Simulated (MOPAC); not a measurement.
**C2H5GaOS (SMILES O=CC[S][GaH2]) at AM1**

Aim: the electrostatic solvation energy at fixed shape (COSMO, water) of C2H5GaOS at AM1, from 2 runs. 

Program for the calculation: MOPAC 23.2.5.

6 further runs of the same task are left out: 1 that didn't finish, 5 set aside as unsound or not needed.

## (1) The structure to begin with

The species is C2H5GaOS (10 atoms), meant as a singlet with charge 0. As SMILES, `O=CC[S][GaH2]`. Geometry: a GFN2-xTB relaxation, a rough one for these elements and not checked as a minimum. This is one conformer, not always the lowest.

Bond lengths: O1–C2 1.222 Å, C2–C3 1.470 Å, C3–S4 1.830 Å, O1–Ga5 2.081 Å, S4–Ga5 2.287 Å, C2–H6 1.101 Å, C3–H7 1.093 Å, C3–H8 1.093 Å, Ga5–H9 1.550 Å, Ga5–H10 1.550 Å. Some angles: O1–C2–C3 124.3°, C2–O1–Ga5 118.1°, C2–C3–S4 114.5°, C3–S4–Ga5 96.8°, O1–Ga5–S4 86.2°, O1–C2–H6 119.2°, C3–C2–H6 116.5°, C2–C3–H7 109.2°, C2–C3–H8 109.4°, S4–C3–H7 108.2°.

## (2) The energy at AM1

mol.xyz reads:

```xyz
10

O      0.171520     0.794150     0.997250
C      0.380520    -0.408380     1.057830
C      0.198220    -1.338250    -0.065560
S     -0.396520    -0.555580    -1.608990
Ga    -0.499670     1.584070    -0.807630
H      0.730860    -0.846290     2.005310
H      1.148760    -1.835040    -0.278440
H     -0.510640    -2.119630     0.220260
H     -1.873430     2.157870    -0.375880
H      0.650390     2.567080    -1.144150
```

job.py reads:

```python
from ase.calculators.mopac import MOPAC
from ase.io import read

mol = read("mol.xyz")
calc = MOPAC(label="job", method="AM1", task="1SCF GRADIENTS MULLIK AUX(PRECISION=6) THREADS=1")
mol.calc = calc
e = mol.get_potential_energy()
print("E =", round(e, 6), "eV")
print("forces (eV/A):")
for sym, f in zip(mol.get_chemical_symbols(), mol.get_forces()):
    print(f"{sym:2s} {f[0]:10.5f} {f[1]:10.5f} {f[2]:10.5f}")
print("dipole (e A):", mol.get_dipole_moment().round(4))
homo, lumo = calc.get_homo_lumo_levels()
print(f"HOMO {homo:.3f} eV, LUMO {lumo:.3f} eV, gap {lumo - homo:.3f} eV")
print("heat of formation (kcal/mol): %.4f" % (calc.get_final_heat_of_formation() / 0.0433641153))
```

The run is started by

```bash
export ASE_MOPAC_COMMAND="mopac PREFIX.mop > /dev/null 2>&1"
python job.py
```

Standard output:

```text
E = -0.951241 eV
forces (eV/A):
O    -0.17550    2.94320    0.98039
C     0.39361   -2.30951    0.09997
C    -0.54418    1.21880   -1.19201
S     0.23833   -1.03891    0.24834
Ga    0.00572   -0.39130   -0.18988
H     0.19782   -0.18074    0.57174
H     0.85874   -0.32449   -0.40574
H    -0.80380   -0.59737    0.09126
H     0.16479    0.38041   -0.17946
H    -0.33553    0.29993   -0.02460
dipole (e A): [ 0.314  -0.2567  0.9023]
HOMO -8.462 eV, LUMO -1.106 eV, gap 7.355 eV
heat of formation (kcal/mol): -21.9361
```

The calculator wrote job.mop:

```
AM1 1SCF GRADIENTS MULLIK AUX(PRECISION=6) THREADS=1 DISP RELSCF=0.0001 
Title: ASE calculation

 O  0.17152 1 0.79415 1 0.99725 1
 C  0.38052 1 -0.40838 1 1.05783 1
 C  0.19822 1 -1.33825 1 -0.06556 1
 S  -0.39652 1 -0.55558 1 -1.60899 1
 Ga -0.49967 1 1.58407 1 -0.80763 1
 H  0.73086 1 -0.84629 1 2.00531 1
 H  1.14876 1 -1.83504 1 -0.27844 1
 H  -0.51064 1 -2.11963 1 0.22026 1
 H  -1.87343 1 2.15787 1 -0.37588 1
 H  0.65039 1 2.56708 1 -1.14415 1
```

Wall time 0.84 s (1 thread of Arm Neoverse N1, shared host).

## (3) A single-point energy at AM1 (COSMO water)

mol.xyz is that of step 2.

job.py reads:

```python
from ase.calculators.mopac import MOPAC
from ase.io import read

mol = read("mol.xyz")
calc = MOPAC(label="job", method="AM1", task="1SCF GRADIENTS MULLIK EPS=78.4 AUX(PRECISION=6) THREADS=1")
mol.calc = calc
epot = mol.get_potential_energy()
print("E =", round(epot, 6), "eV")
homo, lumo = calc.get_homo_lumo_levels()
print(f"HOMO {homo:.3f} eV, LUMO {lumo:.3f} eV, gap {lumo - homo:.3f} eV")
```

The run is started by

```bash
export ASE_MOPAC_COMMAND="mopac PREFIX.mop > /dev/null 2>&1"
python job.py
```

Standard output:

```text
E = -1.623192 eV
HOMO -9.186 eV, LUMO -1.278 eV, gap 7.908 eV
```

The calculator wrote job.mop:

```
AM1 1SCF GRADIENTS MULLIK EPS=78.4 AUX(PRECISION=6) THREADS=1 DISP RELSCF=0.0001 
Title: ASE calculation

 O  0.17152 1 0.79415 1 0.99725 1
 C  0.38052 1 -0.40838 1 1.05783 1
 C  0.19822 1 -1.33825 1 -0.06556 1
 S  -0.39652 1 -0.55558 1 -1.60899 1
 Ga -0.49967 1 1.58407 1 -0.80763 1
 H  0.73086 1 -0.84629 1 2.00531 1
 H  1.14876 1 -1.83504 1 -0.27844 1
 H  -0.51064 1 -2.11963 1 0.22026 1
 H  -1.87343 1 2.15787 1 -0.37588 1
 H  0.65039 1 2.56708 1 -1.14415 1
```

Wall time 0.84 s (1 thread of Arm Neoverse N1, shared host).

## (4) What came out

Level: AM1.

```
                                               quantity           value
                                gas phase: total energy    -33.03734 Eh
                               gas phase: dipole moment          4.75 D
                                 gas phase: HOMO energy        -8.46 eV
                                 gas phase: LUMO energy        -1.11 eV
                               gas phase: HOMO–LUMO gap         7.36 eV
   gas phase: heat of formation at this unrelaxed shape  -21.9 kcal/mol
                    gas phase: largest force on an atom      3.107 eV/Å
                             COSMO, water: total energy    -33.06203 Eh
                            COSMO, water: dipole moment          6.33 D
                              COSMO, water: HOMO energy        -9.19 eV
                              COSMO, water: LUMO energy        -1.28 eV
                            COSMO, water: HOMO–LUMO gap         7.91 eV
COSMO, water: heat of formation at this unrelaxed shape  -37.4 kcal/mol
                 COSMO, water: largest force on an atom      3.466 eV/Å
       energy change from gas to solvent at fixed shape       -0.672 eV
```

What this shows: The solvent model (COSMO, water) lowers the energy by 0.67 eV (−15.5 kcal/mol) at the same shape. It holds the electrostatic part alone, without cavity or dispersion terms. The largest force (gas phase) is 3.11 eV/Å: the shape isn't a stationary point for this species at this level. Mulliken charges (gas phase) run from -0.42 on S4 to +0.24 on Ga5. Mulliken charges (COSMO, water) run from -0.62 on S4 to +0.29 on H6.
